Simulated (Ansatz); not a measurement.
# MoH5: the cost of one run

Computed with Ansatz 0.2.0 (DFT PBE, scalar-relativistic, plane waves, PAW, unless a step's input says otherwise).

2 further runs of the same task are left out: 1 that didn't finish, 1 set aside as unsound or not needed.

## Step 1: Starting point

Symmetry: P4mm, No. 99, tetragonal system. The conventional cell has a = 3.707 Å, b = 3.707 Å, c = 4.971 Å, α = 90.00°, β = 90.00°, γ = 90.00°. H (site symmetry m) has 1 H at 1.12 Å in its first shell of neighbours. H (site symmetry 4mm) is surrounded by 1 Mo at 1.95 Å. Mo (site symmetry 4mm) is surrounded by 1 H at 1.95 Å.

As a file:

```
H Mo
1.0
     3.70674    0.00000    0.00000
     0.00000    3.70674    0.00000
     0.00000    0.00000    4.97126
H Mo
5 1
Direct
  0.34891 0.00000 0.54547
  0.65109 0.00000 0.54547
  0.00000 0.34891 0.54547
  0.00000 0.65109 0.54547
  0.50000 0.50000 0.73571
  0.50000 0.50000 0.12789
```

A structure generator made this guess: random cell by space group and Wyckoff sites (P4mm, No. 99). Lengths come from tabulated atomic sizes and are only a guess.

## Step 2: Probe: one point on a coarse mesh

Contents of input.yaml:

```yaml
crystal:
  lattice:
    - [3.7067389, 0.0, 0.0]
    - [0.0, 3.7067389, 0.0]
    - [0.0, 0.0, 4.97125834]
  atoms:
    - { symbol: H, position: [0.34890609, 0.0, 0.54546773] }
    - { symbol: H, position: [0.65109391, 0.0, 0.54546773] }
    - { symbol: H, position: [0.0, 0.34890609, 0.54546773] }
    - { symbol: H, position: [0.0, 0.65109391, 0.54546773] }
    - { symbol: H, position: [0.5, 0.5, 0.7357092] }
    - { symbol: Mo, position: [0.5, 0.5, 0.12788828] }
basis:
  ecutwfc: 420
kpoints:
  mp_grid: { grid: [6, 6, 4] }
hamiltonian:
  xc: pbe
scf:
  occupations: { method: gaussian, width: 0.1 }
  lower_state_search: "off"
output:
  forces: true
  stress: true
  eigenvalues: true
```

On the command line:

```console
ansatz run input.yaml --threads 1 --pin off --max-ram 2560MiB --backend cpu --events-out ev --progress --plain --runs-dir out
```

What time and memory should one allow on 1 thread of Intel Xeon at 2.50GHz (Skylake/Cascade Lake), shared host?

About 5.5 s, with a peak of 0.35 GiB.
